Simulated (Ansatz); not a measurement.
**ZnH2S: one species, many methods**

One table from this session's results is given with a row withheld; the runs are named, their logs left out.

Program: Ansatz 0.2.0, Gaussian basis. Level of theory: functionals in def2-TZVPP, the program's frozen cores in correlated methods. These are calculated values, not measurements.

Plan: LDA (SPW92), PBE-D4, revPBE-D4, BLYP-D4, r2SCAN-D4, B97M-V, PBE0-D4, B3LYP-D4, r2SCANh-D4, r2SCAN0-D4, HSE06-D4, BHLYP-D4, CAM-B3LYP-D4, LC-ωPBE, ωB97X-V, ωB97M-V, B2PLYP, PBE-QIDH; CCSD(T)/def2-SVP; CCSD(T)/def2-TZVPP; MP2/def2-QZVPP; extrapolation to the limit; RPA on PBE.

**Structure used throughout**

All runs share one geometry, relaxed beforehand with PBE0-D4 in a triple-zeta def2 set.

SMILES `[SH][ZnH]`, 4 atoms, charge 0, spin multiplicity 1.

Atoms are counted from 1 here; the program's logs count them from 0.

Bond lengths: S1–Zn2 2.172 Å, S1–H3 1.345 Å, Zn2–H4 1.532 Å. Angles: Zn2–S1–H3 92.7°, S1–Zn2–H4 179.1°.

Set-up of the first run:

The input, in.yaml:

```yaml
crystal:
  periodic: [false, false, false]
  atoms:
    - {symbol: S, position_ang: [-0.078887, -1.468807, 0.308906]}
    - {symbol: Zn, position_ang: [-0.340628, 0.563636, -0.411966]}
    - {symbol: H, position_ang: [1.019142, -1.144760, 1.014758]}
    - {symbol: H, position_ang: [-0.544028, 1.989731, -0.931997]}
basis:
  gaussian: {orbitals: def2-TZVPP}
hamiltonian: {xc: lda}
output: {orbitals: {seedname: orbitals}}
```

Among the steps run: LDA; PBE-D4 (GGA); revPBE-D4 (GGA); BLYP-D4 (GGA); r2SCAN-D4 (meta-GGA); B97M-V (meta-GGA); PBE0-D4 (hybrid); B3LYP-D4 (hybrid); r2SCANh-D4 (hybrid); r2SCAN0-D4 (hybrid); HSE06-D4 (hybrid); BHLYP-D4 (hybrid); CAM-B3LYP-D4 (range-separated); LC-ωPBE-D4 (range-separated; the results give it without D4); ωB97X-V (range-separated); ωB97M-V (range-separated); B2PLYP (double hybrid); PBE-QIDH (double hybrid).

One of the session's tables, all rows but one given; the rest of the session is left out.

It belongs to the step «Frontier levels by functional». 

```
  functional  HOMO (eV)  gap (eV)
 LDA (SPW92)      -6.27      4.56
      PBE-D4      -6.13      4.62
   revPBE-D4      -6.08      4.65
     BLYP-D4      -5.96      4.49
   r2SCAN-D4      -6.39      5.23
      B97M-V      -6.44      5.01
     PBE0-D4      -7.30      6.53
    B3LYP-D4      -7.06      6.02
  r2SCANh-D4      -6.83      5.92
  r2SCAN0-D4      -7.48      6.93
    HSE06-D4      -6.90      5.78
    BHLYP-D4      -8.32      8.18
CAM-B3LYP-D4      -8.61      8.62
     LC-ωPBE          ?         ?
     ωB97X-V      -9.65     10.62
     ωB97M-V      -9.49     10.13
```

**Question.** Estimate the row for LC-ωPBE.

The run gave: HOMO (eV): -10.03; gap (eV): 11.10. In the column «HOMO (eV)» it is the lowest.
